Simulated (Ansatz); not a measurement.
# In2SiS5: the cost of one run

Program: Ansatz 0.2.0. Level of theory: DFT PBE, scalar-relativistic, plane waves, PAW, unless a step names another level. These are calculated values, not measurements.

4 further runs of the same task are left out: 4 set aside as unsound or not needed. Runs told in other sessions of the task aren't counted.

**1. What the formula suggests**

Pauling electronegativities: In 1.78, Si 1.90, S 2.58 (spread 0.80). The formula balances with common oxidation states: Si +4, In +3, S -2. Tabulated atomic sizes suggest about 22 Å³/atom. 26 candidates were drawn, by swapping species into database cells of other compounds, at random by space group and Wyckoff sites, or by hand, as the table says:

| name | made from | space group no. | Wyckoff sites | atoms (primitive cell) | V (Å³/atom) |
| --- | --- | --- | --- | --- | --- |
| c01 | random | 71 | In 4f; Si 2c; S 4e, 4i, 2d | 8 | 23.5 |
| c02 | random | 99 | In 2c; Si 1a; S 4d, 1b | 8 | 24.1 |
| c03 | database cell of Sr2H5Rh | 107 | In 4b; Si 2a; S 8c, 2a | 8 | 22.5 |
| c04 | database cell of Bi2CO5 | 42 | In 8c; Si 4a; S 4a, 8c, 8b | 8 | 20.2 |
| c05 | random | 119 | In 2d, 2b; Si 2a; S 8g, 2c | 8 | 27.3 |
| c06 | random | 191 | In 2e; Si 1a; S 1b, 2d, 2c | 8 | 24.9 |
| c07 | random | 139 | In 4c; Si 2b; S 8j, 2a | 8 | 24.3 |
| c08 | random | 187 | In 2h; Si 1a; S 3k, 1c, 1f | 8 | 27.7 |
| c09 | built by hand: layered In2S3 / SiS2 intergrowth | 164 | In 2d; Si 1a; S 2d, 2d, 1b | 8 | 21.9 |
| c10 | random | 216 | In 4a, 4d; Si 4b; S 4c, 16e | 8 | 24.8 |
| c11 | random | 99 | In 2c; Si 1b; S 4d, 1a | 8 | 23.7 |
| c12 | random | 183 | In 2b; Si 1a; S 3c, 1a, 1a | 8 | 26.3 |
| c13 | random | 160 | In 3a, 3a; Si 3a; S 9b, 3a, 3a | 8 | 24.1 |
| c14 | random | 123 | In 1c, 1b; Si 1d; S 4j, 1a | 8 | 26.1 |
| c15 | database cell of CeAl2Pd5 | 139 | In 4e; Si 2b; S 8g, 2a | 8 | 21.9 |
| c16 | random | 216 | In 4c, 4d; Si 4b; S 16e, 4a | 8 | 25.2 |
| c17 | random | 139 | In 4c; Si 2a; S 8i, 2b | 8 | 26.8 |
| c18 | random | 99 | In 2c; Si 1b; S 4f, 1b | 8 | 23.6 |
| c19 | built by hand: pseudobrookite Fe2TiO5, ordered | 63 | In 8f; Si 4c; S 8f, 8f, 4c | 16 | 21.8 |
| c20 | database cell of Tb2Mg5Ag | 166 | In 6c; Si 3a; S 6c, 6c, 3b | 8 | 27.2 |
| c21 | built by hand: ordered defect zincblende, sqrt5 superstructure | 5 | In 4c; Si 2a; S 4c, 2b, 4c | 8 | 21.9 |
| c22 | random | 166 | In 6c; Si 3a; S 9d, 6c | 8 | 28.0 |
| c23 | random | 191 | In 2e; Si 1b; S 2d, 1a, 2c | 8 | 24.2 |
| c24 | database cell of HfAl5Ni2 | 139 | In 4e; Si 2a; S 8g, 2b | 8 | 22.3 |
| c25 | random | 2 | In 1a, 1c; Si 1f; S 2i, 1b, 1g, 1d | 8 | 26.9 |
| c26 | random | 38 | In 4c; Si 2a; S 2a, 8f | 8 | 28.5 |

**2. Screening run of c10**

input.yaml

```yaml
crystal:
  lattice:
    - [0.0, 4.62740974, 4.62740974]
    - [4.62740974, 0.0, 4.62740974]
    - [4.62740974, 4.62740974, 0.0]
  atoms:
    - { symbol: In, position: [0.0, 0.0, 0.0] }
    - { symbol: In, position: [0.25, 0.25, 0.25] }
    - { symbol: Si, position: [0.5, 0.5, 0.5] }
    - { symbol: S, position: [0.75, 0.75, 0.75] }
    - { symbol: S, position: [0.3700959, 0.3700959, 0.3700959] }
    - { symbol: S, position: [0.3700959, 0.3700959, 0.8897123] }
    - { symbol: S, position: [0.3700959, 0.8897123, 0.3700959] }
    - { symbol: S, position: [0.8897123, 0.3700959, 0.3700959] }
basis:
  ecutwfc: 420
kpoints:
  mp_grid: { grid: [2, 2, 2] }
hamiltonian:
  xc: pbe
scf:
  occupations: { method: gaussian, width: 0.15 }
  lower_state_search: "off"
output:
  forces: true
  stress: true
  eigenvalues: true
relax:
  adjacent_minimum: "off"
  f_tol: 0.08
  max_steps: 16
  cell: { stress_tol: 0.8 }
```

Run with:

```bash
> ansatz run input.yaml --threads 1 --pin off --max-ram 2560MiB --backend cpu --events-out ev --progress --plain --runs-dir out
```

Q: Estimate wall time and peak memory on 1 thread of Arm Neoverse V1, shared host.

About 17 s, with a peak of 0.48 GiB.
